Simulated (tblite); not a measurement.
# CH9Ge3: the cost of one run

Programs: tblite 0.8.0 and PySCF 2.14.0. All values are calculated, for the isolated system unless a continuum is named. Atoms count from 0, parts from 1.

## 1. Starting point

13 atoms, charge 0, multiplicity 2; geometry: distance geometry start.

## 2. Geometry optimisation with GFN2-xTB

The job: settings as JSON, then the geometry in Å.

```
{"job": {"kind": "relax", "xc": "GFN2-xTB", "basis": "xTB"}, "charge": 0, "multiplicity": 2}
Ge     0.060254     0.742617     2.317622
C     -1.233490     1.784316     1.368313
Ge    -0.166171    -1.660628     2.152963
Ge     2.313943     1.568116     2.294115
H     -1.195410     1.560192     0.356239
H     -1.040129     2.782328     1.507763
H     -2.188399     1.540240     1.719993
H     -0.168114    -2.039479     0.690127
H      1.003245    -2.324128     2.840165
H     -1.442948    -2.086774     2.800099
H      2.851338     1.499023     0.881385
H      2.317058     2.988420     2.756888
H      3.177639     0.734059     3.209134
```

Method: GFN2-xTB geometry optimisation, gas phase.

The run is started by

```sh
$ OMP_NUM_THREADS=1 python cluster_run.py task.json out
```

The driver reads the jobs from task.json and runs them one after another.

Q: Estimate the wall time of this first job on 1 thread of Arm Neoverse V1, shared host.

About 1.6 s.
